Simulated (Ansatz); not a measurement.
# YZnSi: a stretch of c alone

One table from this session's results is given with a row withheld; the runs are named, their logs left out.

Method: DFT r2SCAN, scalar-relativistic, plane waves, PAW, in Ansatz 0.2.0.

2 further runs of the same task are left out: 2 set aside as unsound or not needed.

## Starting point

It takes space group P-6m2 (No. 187, hexagonal). The conventional cell has a = 4.081 Å, b = 4.081 Å, c = 4.076 Å, α = 90.00°, β = 90.00°, γ = 120.00°. Y (site symmetry -6m2) is surrounded by 6 Zn at 3.12 Å and 6 Si at 3.12 Å. Zn (site symmetry -6m2) has 3 Si at 2.36 Å as nearest neighbours. Si (site symmetry -6m2) is surrounded by 3 Zn at 2.36 Å and 6 Y at 3.12 Å.

Structure file:

```
Y Zn Si
1.0
     4.08076    0.00000    0.00000
    -2.04038    3.53404    0.00000
     0.00000    0.00000    4.07647
Y Zn Si
1 1 1
Direct
  0.00000 0.00000 0.00000
  0.33333 0.66667 0.50000
  0.66667 0.33333 0.50000
```

It goes back to an entry of the Materials Project, which need not be the stable form.

This cell was relaxed beforehand with the same method: volume 19.60 Å³/atom, gap on the mesh none (metal).

The unstrained cell was computed beforehand with the same settings: E(σ→0) = -7826.6513 eV for 3 atoms, gap none (metal).

The first run:

Contents of input.yaml:

```yaml
crystal:
  lattice:
    - [4.0807598503, 0.0, 0.0]
    - [-2.0403799251, 3.5340416971, 0.0]
    - [0.0, 0.0, 4.0357072595]
  atoms:
    - { symbol: "Y", position: [0.0, 0.0, 0.0] }
    - { symbol: Zn, position: [0.3333333333, 0.6666666667, 0.5] }
    - { symbol: Si, position: [0.6666666667, 0.3333333333, 0.5] }
basis:
  ecutwfc: 500
kpoints:
  mp_grid: { grid: [12, 12, 10] }
hamiltonian:
  xc: r2scan
scf:
  occupations: { method: gaussian, width: 0.1 }
output:
  forces: true
  stress: true
  eigenvalues: true
```

Among the steps run: The cell strained by -1.0 %; At +1.0 %; The cell strained by -2.0 %; At +2.0 %; The cell strained by -3.0 %; The cell strained by +3.0 %.

One table of the session follows, with a row left open; its other results are not shown here.

Lengths are those of the vectors of the cell that was run; stresses in GPa:

```
strain (%)  ΔE (meV/atom)  c (Å)
      -3.0            8.6  3.954
      -2.0            3.8  3.995
      -1.0            1.0  4.036
      +0.0            0.0  4.076
      +1.0            0.9  4.117
      +2.0              ?      ?
      +3.0            7.8  4.199
```

Q: Estimate the row for strain (%) = +2.0 from the others.

Worked estimate for «ΔE (meV/atom)». A straight line through the neighbours (1.0, 0.9) and (3.0, 7.8) gives 0.9 + (7.8 − 0.9) × (2.0 − 1.0) / (3.0 − 1.0) = 4.3; a parabola fitted to 3 rows on both sides gives 3.5.

**Answer.** ΔE (meV/atom): 3.5; c (Å): 4.158. In «ΔE (meV/atom)» the line misses by +0.8 and the parabola by 0.0.

ΔE is over the unstrained cell. Stress in GPa, positive in compression, on the Cartesian axes of the input. 
